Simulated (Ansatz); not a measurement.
# F on Ta (100)

The task, for Ta: compare the adsorption sites of F.

Program: Ansatz 0.2.0. Level of theory: DFT PBEsol, scalar-relativistic, plane waves, PAW. These are calculated values, not measurements.

1 further run of the same task is left out (set aside as unsound or not needed).

## 1. The starting structure

It takes space group P4mm (No. 99, tetragonal). Conventional cell: a = 2.953 Å, b = 2.953 Å, c = 23.263 Å, α = 90.00°, β = 90.00°, γ = 90.00°. Ta (site symmetry 4mm) has 8 Ta at 2.95 Å as nearest neighbours. Ta (site symmetry 4mm) is surrounded by 12 Ta at 2.95 to 3.04 Å. Around Ta (site symmetry 4mm) lie 12 Ta at 2.89 to 3.04 Å. Around Ta (site symmetry 4mm) lie 8 Ta at 2.89 to 2.95 Å.

Coordinates:

```cif
data_structure
_symmetry_space_group_name_H-M 'P4mm'
_symmetry_Int_Tables_number 99
_cell_length_a 2.9526
_cell_length_b 2.9526
_cell_length_c 23.2634
_cell_angle_alpha 90.000
_cell_angle_beta 90.000
_cell_angle_gamma 90.000
_cell_volume 202.81
loop_
_atom_site_label
_atom_site_type_symbol
_atom_site_symmetry_multiplicity
_atom_site_Wyckoff_symbol
_atom_site_fract_x
_atom_site_fract_y
_atom_site_fract_z
_atom_site_occupancy
Ta1 Ta 1 b 0.50000 0.50000 0.36538 1
Ta2 Ta 1 a 0.00000 0.00000 0.45513 1
Ta3 Ta 1 b 0.50000 0.50000 0.55011 1
Ta4 Ta 1 a 0.00000 0.00000 0.63623 1
```

Miller indices refer to the conventional cell of the relaxed bulk, Fm-3m (No. 225): a = 4.176 Å, b = 4.176 Å, c = 4.176 Å, α = 90.00°, β = 90.00°, γ = 90.00°.

This (100) slab, 6.3 Å thick as cut, with 17 Å of vacuum; its outer planes are Ta (top) and Ta (bottom), was relaxed beforehand with its lower half held: -39222.1039 eV, work function 4.53 eV (top face), 4.63 eV (bottom face).

## 2. F put at a top (Ta) site

input.yaml

```yaml
crystal:
  lattice:
    - [2.9525883345, 0.0, 0.0]
    - [0.0, 2.9525883345, 0.0]
    - [0.0, 0.0, 25.2633857001]
  atoms:
    - { symbol: Ta, position: [0.5, 0.5, 0.3364552994] }
    - { symbol: Ta, position: [0.0, 0.0, 0.4190964489] }
    - { symbol: Ta, position: [0.5, 0.5, 0.5065613355] }
    - { symbol: Ta, position: [0.0, 0.0, 0.5858641797] }
    - { symbol: F, position: [0.0, 0.0, 0.6761133659] }
basis:
  ecutwfc: 420
kpoints:
  mp_grid: { grid: [10, 10, 1] }
hamiltonian:
  xc: pbesol
scf:
  occupations: { method: gaussian, width: 0.1 }
output:
  forces: true
  eigenvalues: true
relax:
  adjacent_minimum: "off"
  f_tol: 0.03
  max_steps: 70
  constraints: [{ sites: [0, 1] }]
efield:
  axis: 3
  dipole_correction: true
```

Further runs follow: F put at a bridge (Ta-Ta) site; F put at a hollow over Ta site.

What does the calculation give? Wanted: F: lowest end.

**Answer**, as computed:

| quantity | value |
| --- | --- |
| F: lowest end | E_ads -6.14 eV, from the bridge (Ta-Ta) start, 2 bonded, 1.50 Å high |

**Reading.** F binds with 6.14 eV at best, a strong chemical bond when counted from the free atom, not from the element's molecule or solid; the ends span 0.78 eV. It raises the work function by 0.71 eV, as a dipole layer with its negative end outwards does. The slab runs have no spin polarisation, while the free adsorbate has its spin; a moment that survived on the surface would lower E_ads. A start on a symmetric site keeps its symmetry, so an end may be a saddle point and not a minimum. The runs treat Ta without spin-orbit coupling. The final runs have no spin polarisation, so no magnetic state was tried and one may lie lower.
